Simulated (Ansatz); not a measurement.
# RuRh2: from a guess to a relaxed structure

The task: take a trial cell of RuRh2 to zero force and stress.

Program: Ansatz 0.2.0. Level of theory: DFT PBE, scalar-relativistic, plane waves, PAW. These are calculated values, not measurements.

**1. The system as given**

It takes space group P4/mmm (No. 123, tetragonal). The conventional cell has a = 2.653 Å, b = 2.653 Å, c = 5.054 Å, α = 90.00°, β = 90.00°, γ = 90.00°. Ru (site symmetry 4/mmm) is surrounded by 8 Rh at 2.32 Å and 4 Ru at 2.65 Å. Rh (site symmetry 4mm) has 6 Rh at 2.31 to 2.74 Å and 4 Ru at 2.32 Å as nearest neighbours.

Coordinates:

```xyz
3
Lattice="2.6530 0.0000 0.0000 0.0000 2.6530 0.0000 0.0000 0.0000 5.0545" Properties=species:S:1:pos:R:3 pbc="T T T"
Ru    0.0000    0.0000    0.0000
Rh    1.3265    1.3265    3.6827
Rh    1.3265    1.3265    1.3718
```

Recipe of the guess: species swapped into a database cell of FeSi2 (P4/mmm, No. 123), with Ru on the Fe sites and Rh on the Si sites. Lengths come from tabulated atomic sizes and are only a guess.

**2. The guess as it stands, on a coarse mesh**

Contents of input.yaml:

```yaml
crystal:
  lattice:
    - [2.65295597, 0.0, 0.0]
    - [0.0, 2.65295597, 0.0]
    - [0.0, 0.0, 5.05446652]
  atoms:
    - { symbol: Ru, position: [0.0, 0.0, 0.0] }
    - { symbol: Rh, position: [0.5, 0.5, 0.72860175] }
    - { symbol: Rh, position: [0.5, 0.5, 0.27139825] }
basis:
  ecutwfc: 420
kpoints:
  mp_grid: { grid: [6, 6, 4] }
hamiltonian:
  xc: pbe
scf:
  occupations: { method: gaussian, width: 0.1 }
  lower_state_search: "off"
output:
  forces: true
  stress: true
  eigenvalues: true
```

The run is started by

```sh
$ ansatz run input.yaml --threads 1 --pin off --max-ram 2560MiB --backend cpu --events-out ev --progress --plain --runs-dir out
```

The session goes on with these runs: rough relaxation on the coarse mesh; spin check on a coarse mesh; full relaxation.

Before running it: what results should come out? Wanted: conventional cell; volume; energy over the elements; gap on the mesh.

**Answer**, as computed:

| quantity | value |
| --- | --- |
| symmetry at the end (tolerance 0.05 Å) | space group P4/mmm (No. 123) |
| conventional cell | a = 2.701 Å, b = 2.701 Å, c = 6.155 Å, α = 90.00°, β = 90.00°, γ = 90.00° |
| volume | 14.97 Å³/atom |
| energy over the elements | +0.24 eV/atom |
| gap on the mesh | none (metal) |

In words: The space group P4/mmm (No. 123) is kept, and the volume per atom grows by 26.2 % from the first guess. With a positive formation energy it can't be a ground state. No finished test with a distortion of lower symmetry is shown, so the end may be a saddle point. Other magnetic orders were not searched.
